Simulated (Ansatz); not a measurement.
# HfCuGe2: a line through an energy map, part 2 of 2

Aim: follow the energy of HfCuGe2 (P4/nmm, No. 129; 8 atoms in the cell) along one coordinate, lattice constant a (and b), with the other held at lattice constant c = 8.516 Å.

Ansatz 0.2.0; DFT PBEsol, scalar-relativistic, plane waves, PAW.

## 10. Grid point (4.019 Å, 8.516 Å)

Contents of input.yaml:

```yaml
crystal:
  lattice:
    - [4.0189, 0.0, 0.0]
    - [0.0, 4.0189, 0.0]
    - [0.0, 0.0, 8.5158]
  atoms:
    - { symbol: Hf, position: [0.0, 0.5, 0.7617715251] }
    - { symbol: Hf, position: [0.5, 0.0, 0.2382284749] }
    - { symbol: Cu, position: [0.5, 0.5, 0.5] }
    - { symbol: Cu, position: [0.0, 0.0, 0.5] }
    - { symbol: Ge, position: [0.5, 0.5, 0.0] }
    - { symbol: Ge, position: [0.0, 0.0, 0.0] }
    - { symbol: Ge, position: [0.0, 0.5, 0.3227609453] }
    - { symbol: Ge, position: [0.5, 0.0, 0.6772390547] }
basis:
  ecutwfc: 520.0
kpoints:
  mp_grid: { grid: [10, 10, 6] }
hamiltonian:
  xc: pbesol
scf:
  occupations: { method: gaussian, width: 0.15 }
output:
  forces: true
  stress: true
  eigenvalues: true
  write_density: true
  write_potential: true
  elf: true
  volumetric_format: npy
```

Command:

```bash
ansatz run input.yaml --threads 4 --pin off --max-ram 8192MiB --backend cpu --events-out ev --progress --plain --runs-dir out
```

Standard output (excerpt; [...] marks lines left out):

```text
[...]
SCF converged after 10 iterations
Free energy (F): -61390.669383 eV
[...]
E sigma→0 (E₀):  -61390.649865 eV
Entropy (-TS):   -0.039036 eV (-4.880 meV/atom)
Fermi energy:    15.280859 eV
[...]
--- Forces (eV/Å), atoms counted from 1 ---
  atom   1  Hf     0.00000000     0.00000000    -0.63098834
  atom   2  Hf     0.00000000     0.00000000     0.63098834
  atom   3  Cu     0.00000000     0.00000000    -0.00000000
  atom   4  Cu     0.00000000     0.00000000     0.00000000
  atom   5  Ge     0.00000000     0.00000000     0.00000000
  atom   6  Ge     0.00000000     0.00000000    -0.00000000
  atom   7  Ge    -0.00000000     0.00000000     0.17146060
  atom   8  Ge    -0.00000000     0.00000000    -0.17146060
[...]
--- Stress (GPa, compression-positive) ---
      -12.609127       0.000000       0.000000
        0.000000     -12.609127       0.000000
        0.000000       0.000000      -1.409714
  P = ⅓ Tr σ = -8.8760 GPa (-88.760 kbar)
--- Band table (eV; the first three rows and the last of 84) ---
[...]
```

Wall time 32 s (4 threads of Arm Neoverse V1, shared host); peak memory 1.3 GiB.

Density in a lattice plane of the grid's cell (edges 4.02 and 8.52 Å, at 0.000 of the third edge), which holds Hf and Cu and Ge.

Ten even steps from '0' (0.06 e/Å³) to '9' (63.47 e/Å³):
```
100000000000
000000000000
000000000000
000000000000
000000000000
000001510000
000001410000
000000000000
210000000001
930000000003
210000000001
000000000000
000000000000
000001110000
000003430000
000002320000
000000000000
000000000000
100000000000
820000000002
```
Columns run along the first of these edges and rows up along the second, over one cell in 12 and 20 even steps from the bottom left corner. Atoms in the plane (fractional): Hf at (0.50, 0.24), Cu at (0.00, 0.50), Ge at (0.00, 0.00), Ge at (0.50, 0.68).

ELF in the same plane.

Ten even steps from '0' (0.01) to '9' (0.91):
```
013321012331
444310001344
664222222246
433444444433
234543234543
235530003553
234430003443
112432223421
531243334213
962123332126
532222222223
112221112221
222112321122
221158885112
210289898201
431279997213
664225652246
456521112565
014553235541
202442124420
```
Columns run along the first of these edges and rows up along the second, over one cell in 12 and 20 even steps from the bottom left corner. Atoms in the plane (fractional): Hf at (0.50, 0.24), Cu at (0.00, 0.50), Ge at (0.00, 0.00), Ge at (0.50, 0.68).

Both are smooth fields of the valence electrons: close to the nuclei they are not physical.

The highest ELF values outside the cores: 0.64 beside Ge, off the lines to its neighbours, 1.2 Å from Ge; 0.57 on the Ge–Hf line, 1.2 Å from Ge.

On the map this point reads 95 meV/atom.

## 11. Changing settings: ecutwfc 500 eV

Edit input.yaml of step 10 so:

```diff
@@ -15,3 +15,3 @@
 basis:
-  ecutwfc: 520.0
+  ecutwfc: "500 eV"
 kpoints:
@@ -24,7 +24,3 @@
   forces: true
+  eigenvalues: true
   stress: true
-  eigenvalues: true
-  write_density: true
-  write_potential: true
-  elf: true
-  volumetric_format: npy
```

Command:

```bash
ansatz run input.yaml --threads 4 --pin off --max-ram 8192MiB --backend cpu --events-out ev --progress --plain --runs-dir out
```

Standard output (excerpt; [...] marks lines left out):

```text
Warning: RAYON_NUM_THREADS=4 ignored (pool sized by the plan → 4); use --threads N
[...]
Pseudopotentials: kind: paw
Pseudopotential: Hf, paw, valence charge 26, recommended cutoff 420 eV (normal), Hf.paw.azcp
Pseudopotential: Cu, paw, valence charge 19, recommended cutoff 420 eV (normal), Cu.paw.azcp
Pseudopotential: Ge, paw, valence charge 14, recommended cutoff 420 eV (normal), Ge.paw.azcp
Functional definition: PBEsol
[...]
Crystal: 8 atoms, lattice volume = 137.543 Å³
Basis set: ecut = 500 eV, 3527 PW (Γ), exchange–correlation on 60×60×128 points (8 copies of the dense FFT grid, shifted against one another)
Bands: 88, of which v1, the nominal top of the filled ones, is band 73 counted from 1 (72 counted from 0)
Symmetry: 16 space group operations
Space group: P4/nmm (ITA 129), of the structure as read, at distance tolerance 5.2e-5 Å
k-points: 84 of 600
[...]
SCF converged after 10 iterations
Free energy (F): -61390.668256 eV
[...]
E sigma→0 (E₀):  -61390.648738 eV
Entropy (-TS):   -0.039036 eV (-4.880 meV/atom)
Fermi energy:    15.280941 eV
[...]
--- Forces (eV/Å), atoms counted from 1 ---
  atom   1  Hf     0.00000000     0.00000000    -0.63097477
  atom   2  Hf     0.00000000     0.00000000     0.63097477
  atom   3  Cu     0.00000000     0.00000000    -0.00000000
  atom   4  Cu     0.00000000     0.00000000    -0.00000000
  atom   5  Ge     0.00000000     0.00000000     0.00000000
  atom   6  Ge     0.00000000     0.00000000    -0.00000000
  atom   7  Ge     0.00000000     0.00000000     0.17137057
  atom   8  Ge    -0.00000000     0.00000000    -0.17137057
[...]
--- Stress (GPa, compression-positive) ---
      -12.608812       0.000000       0.000000
        0.000000     -12.608812       0.000000
        0.000000       0.000000      -1.409451
  P = ⅓ Tr σ = -8.8757 GPa (-88.757 kbar)
--- Band table (eV; the first three rows and the last of 84) ---
[...]
```

Wall time 23 s (4 threads of Arm Neoverse V1, shared host); peak memory 1.2 GiB.

| run | ending | energy change | pressure (GPa) | gap (eV) | force (eV/Å) | cycles | time |
| --- | --- | --- | --- | --- | --- | --- | --- |
| step 10 | converged | 0 | -8.9 | 0.00 | 0.63 | 10 | 32 s |
| variant | converged | +0.1 meV/atom | -8.9 | 0.00 | 0.63 | 10 | 23 s |

Changing the cutoff hardly moves the energy: +0.1 meV/atom.

## 12. Results

This closing draws on all 2 parts.

```
lattice constant a (and b) (Å)  step  energy (meV/atom)  slope (meV/atom per Å)  pressure (GPa)  largest force on an atom (eV/Å)
                         3.493     3                313                   −2063            42.2                             0.87
                         3.581     4                165                   −1346            28.0                             0.67
                         3.668     5                 74                    −759            16.8                             0.47
                         3.756     6                 29                    −281             7.9                             0.41
                         3.844     7                 22                     110             0.9                             0.51
                         3.931     8                 46                     425            −4.6                             0.57
                         4.019    10                 95                     673            −8.9                             0.63
```

Energies count from the relaxed crystal. Slopes come from the forces (and the stress, where the cell changes), not from differences of energies.

| run | outcome |
| --- | --- |
| step 9, run with dispersion d3bjatm (against step 8) | -410.2 meV/atom; the pressure goes from -4.6 to -8.3 GPa |
| step 11, run with ecutwfc 500 eV (against step 10) | +0.1 meV/atom |

What this shows: Along the line the energy is lowest at 3.844 Å, 22 meV/atom from the zero. Energies and slopes round the minimum, fitted together, put the minimum at 3.8169 Å, with a curvature of about 4300 meV/atom per Å². The highest point computed, at 3.493 Å, lies 291 meV/atom above the lowest. This is one cut through a surface in two coordinates; the map's lowest point lies off it. Spin-orbit coupling is left out for Hf.
